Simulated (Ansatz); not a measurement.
# BSiH4O2F (SMILES OB(F)O[SiH3]): a chain of runs

Aim: a series of 16 runs (HF/STO-3G, UHF/STO-3G, HF/3-21G, UHF/3-21G, HF/6-31G*, B3LYP/6-31G*, PBE/def2-SVP, MP2/6-31G*) of BFH4O2Si. 

Program for the calculation: Ansatz 0.2.0.

**1. The system as given**

BSiH4O2F has 9 atoms, charge 0, and is taken as a singlet. SMILES: `OB(F)O[SiH3]`. Geometry: relaxed at PBE0-D4/def2-TZVP. This is one conformer, not always the lowest. The run starts from this shape.

Bond lengths: O1–B2 1.359 Å, B2–F3 1.334 Å, B2–O4 1.348 Å, O4–Si5 1.655 Å, O1–H6 0.960 Å, Si5–H7 1.480 Å, Si5–H8 1.484 Å, Si5–H9 1.484 Å. Some angles: O1–B2–F3 120.0°, O1–B2–O4 121.1°, F3–B2–O4 118.9°, B2–O4–Si5 131.9°, B2–O1–H6 113.4°, O4–Si5–H7 106.4°, O4–Si5–H8 110.2°, O4–Si5–H9 110.2°, H7–Si5–H8 110.1°, H7–Si5–H9 110.1°.

**2. A geometry optimisation at HF/STO-3G (start density atoms) (run 1)**

Contents of molecule.yaml:

```yaml
crystal:
  periodic: [false, false, false]
  atoms:
    - symbol: O
      position_ang: [-1.614100, 0.556700, 0.394000]
    - symbol: B
      position_ang: [-0.395400, 1.157100, 0.352700]
    - symbol: F
      position_ang: [-0.277300, 2.450800, 0.657900]
    - symbol: O
      position_ang: [0.708900, 0.466900, 0.006200]
    - symbol: Si
      position_ang: [0.934200, -1.114900, -0.425000]
    - symbol: H
      position_ang: [-2.322500, 1.149900, 0.654100]
    - symbol: H
      position_ang: [2.381900, -1.273900, -0.690900]
    - symbol: H
      position_ang: [0.154500, -1.427600, -1.647800]
    - symbol: H
      position_ang: [0.518200, -2.011000, 0.681800]
basis:
  gaussian: {orbitals: STO-3G}
hamiltonian: {xc: hf}
relax: {f_tol: 0.002}
output: {orbitals: {seedname: orbitals}}
```

Launch:

```console
$ ansatz run molecule.yaml --threads 1 --pin off --max-ram 3480MiB --events-out events.jsonl --progress --plain --runs-dir runs
```

Output:

```text
Warning: RAYON_NUM_THREADS=1 ignored (pool sized by the plan → 1); use --threads N
The last accepted step is kept in runs//last_step.txt (removed where the run ends without a failure and the disk answers)
[... 68 lines left out ...]
Total energy: -15190.16374754 eV, -558.2282214594 hartree
[... 9 lines left out ...]
Dipole moment:    -0.137967    -0.159584    -0.018301 e Å
```

Run time: 17 s. Hardware: 1 thread of Arm Neoverse N1, shared host; peak memory 0.12 GiB.

The path in brief:

| step | energy from the first frame kept (eV) | largest force (eV/Å) |
| --- | --- | --- |
| 1 | 0.0000 | 1.5944 |
| 2 | -0.1855 | 0.5041 |
| 3 | -0.1946 | 0.2317 |
| 4 | -0.2026 | 0.2283 |
| 5 | -0.2035 | 0.2752 |
| 6 | -0.2048 | 0.0842 |
| 7 | -0.2052 | 0.0108 |
| 8 | -0.2052 | 0.0037 |
| 9 | -0.2052 | 0.0022 |

After the run. Bond lengths: O1–B2 1.372 Å, B2–F3 1.320 Å, B2–O4 1.333 Å, O4–Si5 1.670 Å, O1–H6 0.980 Å, Si5–H7 1.422 Å, Si5–H8 1.423 Å, Si5–H9 1.423 Å. Some angles: O1–B2–F3 119.8°, O1–B2–O4 119.9°, F3–B2–O4 120.3°, B2–O4–Si5 125.2°, B2–O1–H6 110.7°, O4–Si5–H7 106.6°, O4–Si5–H8 110.4°, O4–Si5–H9 110.4°, H7–Si5–H8 109.7°, H7–Si5–H9 109.7°.

**3. Vibrational wavenumbers at HF/STO-3G (start density atoms) (run 2)**

Contents of input.yaml:

```yaml
crystal:
  periodic: [false, false, false]
  atoms:
    - {symbol: O, position_ang: [-1.529524, 0.463537, 0.357012]}
    - {symbol: B, position_ang: [-0.343710, 1.153730, 0.343809]}
    - {symbol: F, position_ang: [-0.326539, 2.434696, 0.661938]}
    - {symbol: O, position_ang: [0.784706, 0.527771, 0.009978]}
    - {symbol: Si, position_ang: [0.902639, -1.083444, -0.412051]}
    - {symbol: H, position_ang: [-2.268822, 1.051210, 0.620242]}
    - {symbol: H, position_ang: [2.275294, -1.330995, -0.689089]}
    - {symbol: H, position_ang: [0.122122, -1.351348, -1.571882]}
    - {symbol: H, position_ang: [0.472234, -1.911159, 0.663043]}
basis:
  gaussian:
    orbitals: STO-3G
hamiltonian:
  xc: hf
phonons:
  temperatures: {t_min: 298.15, t_max: 298.15, t_step: 1}
```

Launch:

```console
$ ansatz run input.yaml --threads 1 --pin off --max-ram 3480MiB --events-out events.jsonl --progress --plain --runs-dir runs
```

Output:

```text
Warning: RAYON_NUM_THREADS=1 ignored (pool sized by the plan → 1); use --threads N
[... 295 lines left out ...]
Total energy: -15190.16377049 eV, -558.2282223027 hartree
[... 9 lines left out ...]
Dipole moment:    -0.137966    -0.159586    -0.018303 e Å
Vibrations: 107.08 136.59 153.05 450.09 519.15 560.82 716.62 799.37 867.99 907.53 1110.83 1206.75 1221.72 1224.54 1287.10 1604.92 1776.54 2866.19 2911.81 2920.51 4320.39 cm⁻¹, zero-point energy 1.715295 eV
```

It took 47 s on 1 thread of Arm Neoverse N1, shared host; peak memory 0.081 GiB.

Runs 3 to 15 aren't shown in full; the table further down has their settings and results.

**4. The harmonic vibrations at MP2/6-31G(d) (Cartesian functions, start density atoms) (run 16)**

Contents of run.yaml:

```yaml
crystal:
  periodic: [false, false, false]
  atoms:
    - symbol: O
      position_ang: [-1.577461, 0.509712, 0.376128]
    - symbol: B
      position_ang: [-0.375180, 1.167172, 0.352211]
    - symbol: F
      position_ang: [-0.315136, 2.473733, 0.669865]
    - symbol: O
      position_ang: [0.766732, 0.514490, 0.009803]
    - symbol: Si
      position_ang: [0.921263, -1.106120, -0.420612]
    - symbol: H
      position_ang: [-2.304959, 1.096625, 0.636979]
    - symbol: H
      position_ang: [2.357879, -1.319234, -0.699222]
    - symbol: H
      position_ang: [0.125145, -1.399375, -1.635276]
    - symbol: H
      position_ang: [0.490119, -1.983003, 0.693123]
basis:
  gaussian: {orbitals: "6-31G*"}
correlation: {method: mp2}
phonons: {temperatures: {t_min: 298.15, t_max: 298.15, t_step: 1}}
```

Launch:

```console
$ ansatz run run.yaml --threads 1 --pin off --max-ram 3480MiB --events-out events.jsonl --progress --plain --runs-dir runs
```

Output:

```text
Warning: RAYON_NUM_THREADS=1 ignored (pool sized by the plan → 1); use --threads N
[... 41 lines left out ...]
9 core orbitals not correlated: weight in the atoms' cores, before any rotation towards them, 1.000 or more for the frozen orbitals, at most 0.000 for the correlated occupied ones
[... 187 lines left out ...]
9 core orbitals not correlated: weight in the atoms' cores, before any rotation towards them, 1.000 or more for the frozen orbitals, at most 0.000 for the correlated occupied ones
[... 187 lines left out ...]
Dipole moment:    -0.287961    -0.123123     0.014208 e Å
[... 1 line left out ...]
Checks for a lower state left out: cluster_reference
```

Wall time 4.7 min (1 thread of Arm Neoverse N1, shared host); peak memory 0.18 GiB.

**5. Overview of the runs**

| run | level | task | walk f tol | partner | energy (Eh) | dipole moment (D) | wall time |
| --- | --- | --- | --- | --- | --- | --- | --- |
| 1 | HF/STO-3G (start density atoms) | optimise | 0.002 | base | -558.228221 | 1.02 | 17 s |
| 2 | HF/STO-3G (start density atoms) | frequencies | – | base | -558.228222 | 1.02 | 47 s |
| 3 | UHF/STO-3G (start density atoms) | energy | – | cation | -557.957878 | – | 1.9 s |
| 4 | UHF/STO-3G (start density atoms) | optimise | – | cation | -558.011028 | – | 52 s |
| 5 | HF/3-21G (start density atoms) | optimise | 0.002 | base | -562.297493 | 1.23 | 23 s |
| 6 | HF/3-21G (start density atoms) | frequencies | – | base | -562.297493 | 1.23 | 43 s |
| 7 | UHF/3-21G (start density atoms) | energy | – | cation | -561.898374 | – | 3.6 s |
| 8 | UHF/3-21G (start density atoms) | optimise | – | cation | -561.949412 | – | 39 s |
| 9 | HF/6-31G* (Cartesian functions, start density atoms) | optimise | 0.002 | base | -565.308955 | 1.31 | 33 s |
| 10 | HF/6-31G* (Cartesian functions, start density atoms) | frequencies | – | base | -565.308955 | 1.31 | 2 min |
| 11 | B3LYP/6-31G* (Cartesian functions, start density atoms) | optimise | 0.002 | base | -567.235833 | 1.37 | 59 s |
| 12 | B3LYP/6-31G* (Cartesian functions, start density atoms) | frequencies | – | base | -567.235833 | 1.37 | 3.8 min |
| 13 | PBE/def2-SVP (start density atoms) | optimise | 0.002 | base | -566.484488 | 1.49 | 49 s |
| 14 | PBE/def2-SVP (start density atoms) | frequencies | – | base | -566.484488 | 1.49 | 2.4 min |
| 15 | MP2/6-31G* (Cartesian functions, start density atoms) | optimise | 0.002 | base | -565.982442 | 1.51 | 56 s |
| 16 | MP2/6-31G* (Cartesian functions, start density atoms) | frequencies | – | base | -565.982442 | 1.51 | 4.7 min |

**6. What came out**

| quantity | value |
| --- | --- |
| run 16, MP2/6-31G*: total energy | -565.98244 Eh |
| run 16, MP2/6-31G*: dipole moment (correlated density) | 1.51 D |
| run 16, MP2/6-31G*: correlation energy (9 core orbitals frozen) | -676.1 mEh |
| run 16, MP2/6-31G*: largest force on an atom | 0.002 eV/Å |
| run 16, MP2/6-31G*: lowest harmonic wavenumber | 92 cm⁻¹ |
| run 16, MP2/6-31G*: highest harmonic wavenumber | 3818 cm⁻¹ |
| run 16, MP2/6-31G*: zero-point energy | 140.7 kJ/mol |
| vertical ionisation energy (to the doublet cation), HF/STO-3G | 7.356 eV |
| vertical ionisation energy (to the doublet cation), HF/3-21G | 10.861 eV |
| adiabatic ionisation energy (to the doublet cation, no zero-point term), HF/STO-3G | 5.910 eV |
| adiabatic ionisation energy (to the doublet cation, no zero-point term), HF/3-21G | 9.472 eV |

**Reading.** At HF/STO-3G: removing an electron at fixed nuclei costs 7.36 eV (710 kJ/mol). In a minimal basis such a difference can be off by several eV, whatever the method. At HF/3-21G: removing an electron at fixed nuclei costs 10.86 eV (250 kcal/mol). At HF/STO-3G: the adiabatic ionisation energy (to the doublet cation, no zero-point term) is 5.91 eV (570 kJ/mol). At HF/3-21G: the adiabatic ionisation energy (to the doublet cation, no zero-point term) is 9.47 eV (218 kcal/mol). Totals of different functionals can't be ranked against each other. In runs 1, 2, 3, 4 the basis is minimal, so the values are rough. All runs together took 20 min, the longest 4.7 min.
